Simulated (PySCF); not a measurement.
# C₅H₆SSi: electronic excitations

Wanted: the electronic excitations of C₅H₆SSi (`C#C[SiH](C#C)SC`), by calculation.

Programs: PySCF 2.14.0, with density-fitted response routines of our own. Each step states its level of theory. These are calculated values for one molecule in the gas phase, unless marked as measured. Atoms are numbered from 0 throughout.

**1. Starting geometry**

13 atoms, charge 0, multiplicity 1; geometry from: GFN2-xTB.

Bonds of the start (Å): C0–C1 1.20, C1–Si2 1.85, Si2–C3 1.85, C3–C4 1.20, Si2–S5 2.16, S5–C6 1.82, C0–H7 1.05, Si2–H8 1.45, C4–H9 1.05, C6–H10 1.09, C6–H11 1.09, C6–H12 1.09.

**2. Ultraviolet spectrum: B3LYP/def2-SVPD**

What the job is given:

```
{"job": {"kind": "uv", "xc": "B3LYP", "basis": "def2-SVPD", "nstates": 8, "ntriplets": 3}, "charge": 0, "multiplicity": 1}
C      2.697346     0.183144    -0.908696
C      1.852732     0.208237    -0.053096
Si     0.509718     0.154786     1.219807
C     -0.658172     1.535251     0.823671
C     -1.460491     2.386796     0.545749
S     -0.555135    -1.717218     1.003224
C     -1.089304    -1.572131    -0.728814
H      3.446850     0.176362    -1.647473
H      0.993895     0.165681     2.590562
H     -2.153296     3.143539     0.311543
H     -1.720922    -0.695643    -0.841082
H     -0.217001    -1.496997    -1.371616
H     -1.650607    -2.471322    -0.961507
```

With the program's defaults for keys left out, this is: TDDFT B3LYP/def2-SVPD, vertical, gas phase, core orbitals frozen in the response.

Launch:

```bash
OMP_NUM_THREADS=1 python probes_run.py task.json out
```

The driver reads the jobs from task.json and runs them one after another.

Predict these results of the whole session: lowest singlet (B3LYP/def2-SVPD); brightest single state of those computed; lowest triplet.

The runs gave:

```
                                quantity                        value
        lowest singlet (B3LYP/def2-SVPD)  4.64 eV (267 nm), f = 0.016
brightest single state of those computed  state 8, 6.09 eV, f = 0.024
                          lowest triplet                      4.37 eV
```

What this shows: The lowest singlet, at 4.64 eV, is HOMO→LUMO 0.98 and is weak; of the 8 states computed, the strongest absorption comes from state 8 at 6.09 eV (the last computed, so partners may be missing). The lowest triplet lies 0.27 eV below the lowest singlet (triplets in Tamm-Dancoff, singlets in full TDDFT).
